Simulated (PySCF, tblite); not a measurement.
# C7H6Cl+: geometry, infrared bands and NMR shifts

Wanted: the infrared bands and NMR shifts of C7H6Cl+ (`C#C[C@]1(Cl)[CH+]C=CC1`), by calculation.

Computed with tblite 0.8.0 and PySCF 2.14.0, with density-fitted response routines of our own, on a single molecule in the gas phase. Atoms count from 0, in the outputs and in this text.

### Step 1. The molecule as given

14 atoms, charge 1, multiplicity 1; geometry from: force field or distance geometry start.

Bonds of the start (Å): C0–C1 1.22, C1–C2 1.45, C2–Cl3 1.79, C2–C4 1.50, C4–C5 1.43, C5–C6 1.33, C6–C7 1.51, C7–C2 1.55, C0–H8 1.06, C4–H9 1.08, C5–H10 1.08, C6–H11 1.09, C7–H12 1.11, C7–H13 1.09.

### Step 2. Geometry optimisation with GFN2-xTB

The job: settings as JSON, then the geometry in Å.

```
{"job": {"kind": "relax", "xc": "GFN2-xTB", "basis": "xTB"}, "charge": 1, "multiplicity": 1}
C      2.758400    -0.926500    -0.152400
C      1.571400    -0.729000    -0.339400
C      0.149500    -0.505800    -0.544400
Cl    -0.411600    -1.570300    -1.865900
C     -0.113700     0.922400    -0.929000
C     -1.023100     1.525500    -0.006000
C     -1.361600     0.649000     0.935900
C     -0.693900    -0.685500     0.739400
H      3.795900    -1.096200     0.002500
H      0.287500     1.417700    -1.800900
H     -1.366800     2.546000    -0.073900
H     -2.040400     0.851900     1.760300
H     -1.470800    -1.466300     0.643900
H     -0.081600    -0.933300     1.607600
```

The run is started by

```bash
$ OMP_NUM_THREADS=1 python probes_run.py task.json out
```

This one command runs all jobs of the session in turn.

**Question.** This job is followed by: GFN2-xTB harmonic vibrations, gas phase; GIAO PBE0/pcSseg-1 NMR shielding, non-relativistic, gas phase. What will the session give for the following? strongest single infrared mode (GFN2-xTB); zero-point energy (GFN2-xTB); 13C shifts against TMS (PBE0/pcSseg-1); 1H shifts against TMS (PBE0/pcSseg-1); 35Cl shifts against HCl (PBE0/pcSseg-1).

**Answer**, as computed:

| quantity | value |
| --- | --- |
| strongest single infrared mode (GFN2-xTB) | 2235 cm⁻¹, 102 km/mol |
| zero-point energy (GFN2-xTB) | 63.0 kcal/mol |
| 13C shifts against TMS (PBE0/pcSseg-1) | 171.3, 134.3, 124.1, 113.9, 106.9, 74.4, 53.7 ppm |
| 1H shifts against TMS (PBE0/pcSseg-1) | 7.88, 7.16, 6.84, 4.82, 4.46, 4.31 ppm |
| 35Cl shifts against HCl (PBE0/pcSseg-1) | 322 ppm |

In words: The optimisation took 67 steps and gained 0.550 eV; among the close pairs (by a distance rule), Cl3–C4 changed most, from 2.680 to 1.891 Å. No mode is imaginary among the 36: a minimum at this level. The strongest single mode, at 2235 cm⁻¹, moves mainly C1 and C0. Unscaled tight-binding wavenumbers are off by several per cent, some by more. Its intensities can rank the bands wrongly. The structure rearranged or came apart on optimisation; the results belong to the end geometry, not to the formula as drawn. Shifts at one fixed geometry are not the observed spectrum, which averages over the motion. At PBE0/pcSseg-1: The widest tensor belongs to Cl3: span 927 ppm, with a paramagnetic part of -517 ppm.
